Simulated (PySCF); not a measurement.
# C6H5BrN2: the cost of one run

The runs use PySCF 2.14.0, with density-fitted response routines of our own; the level of theory stands in each step. All values are computed, except where a source is named. Atoms are numbered from 0 throughout.

**1. The starting structure**

14 atoms, charge 0, multiplicity 1; geometry from: GFN2-xTB.

Bonds of the start (Å): C0–N1 1.25, N1–C2 1.37, C2–C3 1.40, C3–N4 1.32, N4–C5 1.32, C5–C6 1.39, C6–Br7 1.90, C6–C8 1.38, C8–C2 1.40, C0–H9 1.09, C0–H10 1.08, C3–H11 1.08, C5–H12 1.08, C8–H13 1.08.

**2. Ultraviolet spectrum: wB97X-D/def2-SVPD**

The job: settings as JSON, then the geometry in Å.

```
{"job": {"kind": "uv", "xc": "wB97X-D", "basis": "def2-SVPD", "nstates": 8, "ntriplets": 3}, "charge": 0, "multiplicity": 1}
C     -2.757228     0.309764     0.019271
N     -1.713375     0.479865    -0.654256
C     -0.452295     0.098917    -0.270957
C     -0.139327    -1.228504     0.057332
N      1.080532    -1.635266     0.333653
C      2.076523    -0.772668     0.303103
C      1.874521     0.560086    -0.036211
Br     3.348377     1.760325    -0.086467
C      0.603713     1.012293    -0.333321
H     -2.778978    -0.080572     1.039408
H     -3.700945     0.590704    -0.425506
H     -0.913107    -1.984315     0.073405
H      3.056813    -1.153684     0.550195
H      0.414098     2.042583    -0.591815
```

With the program's defaults for keys left out, this is: TDDFT wB97X-D/def2-SVPD, vertical, gas phase, core orbitals frozen in the response.

Run with:

```
$ OMP_NUM_THREADS=1 python probes_run.py task.json out
```

This one command runs all jobs of the session in turn.

**Question.** How long does this job take on 1 thread of Arm Neoverse V1, shared host, and how much memory does it need?

About 76 s, with a peak of 1.1 GiB.
